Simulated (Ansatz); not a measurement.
**EuNi2SiGe (I4mm): the equilibrium volume**

At what volume is EuNi2SiGe (I4mm) free of pressure?

Program: Ansatz 0.2.0. Level of theory: DFT PBEsol, scalar-relativistic, plane waves, PAW. These are calculated values, not measurements.

## (1) The system as given

It takes space group I4mm (No. 107, tetragonal). Conventional cell: a = 4.091 Å, b = 4.091 Å, c = 9.977 Å, α = 90.00°, β = 90.00°, γ = 90.00°. Eu (site symmetry 4mm) is surrounded by 5 Ge at 3.17 to 3.70 Å and 8 Ni at 3.18 to 3.27 Å and 5 Si at 3.19 to 3.64 Å. Ge (site symmetry 4mm) has 4 Ni at 2.40 Å and 1 Si at 2.64 Å in its first shell of neighbours. Ni (site symmetry 2mm) has 2 Si at 2.32 Å and 2 Ge at 2.40 Å in its first shell of neighbours. Si (site symmetry 4mm) is surrounded by 4 Ni at 2.32 Å and 1 Ge at 2.64 Å and 4 Eu at 3.19 Å.

As a file:

```cif
data_structure
_symmetry_space_group_name_H-M 'P 1'
_symmetry_Int_Tables_number 1
_cell_length_a 5.7667
_cell_length_b 5.7667
_cell_length_c 5.7667
_cell_angle_alpha 138.444
_cell_angle_beta 138.444
_cell_angle_gamma 60.223
_cell_volume 83.51
loop_
_atom_site_label
_atom_site_type_symbol
_atom_site_fract_x
_atom_site_fract_y
_atom_site_fract_z
_atom_site_occupancy
Eu1 Eu 0.99899 0.99899 0.00000 1
Ge1 Ge 0.62834 0.62834 0.00000 1
Ni1 Ni 0.75454 0.25454 0.50000 1
Ni2 Ni 0.25454 0.75454 0.50000 1
Si1 Si 0.36358 0.36358 0.00000 1
```

Starting moments: Eu 7.00; Ni 0.80 μB.

## (2) The first run (PBEsol, 6×6×6 mesh)

The input, input.yaml:

```yaml
crystal:
  lattice:
    - [-2.04570975, 2.04570975, 4.98850192]
    - [2.04570975, -2.04570975, 4.98850192]
    - [2.04570975, 2.04570975, -4.98850192]
  atoms:
    - { symbol: Eu, position: [0.99899, 0.99899, 0.0], spin: 7.0 }
    - { symbol: Ge, position: [0.628344, 0.628344, 0.0] }
    - { symbol: Ni, position: [0.754544, 0.254544, 0.5], spin: 0.8 }
    - { symbol: Ni, position: [0.254544, 0.754544, 0.5], spin: 0.8 }
    - { symbol: Si, position: [0.363577, 0.363577, 0.0] }
basis:
  ecutwfc: 420
kpoints:
  mp_grid: { grid: [6, 6, 6] }
hamiltonian:
  xc: pbesol
scf:
  occupations: { method: gaussian, width: 0.1 }
  lower_state_search: "off"
output:
  forces: true
  stress: true
  eigenvalues: true
  populations: true
  hubbard: { sites: [{ species: Eu, l: f }] }
magnetization:
  spin_polarized: true
```

Run with:

```
$ ansatz run input.yaml --threads 8 --pin off --max-ram 14336MiB --backend cpu --events-out ev --progress --plain --runs-dir out
```

Further steps of the session: Full relaxation.

Q: Predict the outcome of this session. Wanted: volume; pressure; conventional cell; gap on the mesh; spin moments in spheres.

The runs gave:

| quantity | value |
| --- | --- |
| volume | 15.729 Å³/atom |
| pressure | 0.00 GPa |
| conventional cell | a = 4.016 Å, b = 4.016 Å, c = 9.753 Å, α = 90.00°, β = 90.00°, γ = 90.00° |
| gap on the mesh | none (metal) |
| spin moments in spheres | Eu 6.57 μB |

In words: From the first run shown, the volume went from 16.70 to 15.73 Å³/atom (-5.8 %) in 2 runs, where the pressure is zero within 0.01 GPa. No U acts on the 4f shell, so its levels can lie too near the Fermi level. Spin–orbit coupling is left out, though the cell holds Eu; it splits the 4f levels.
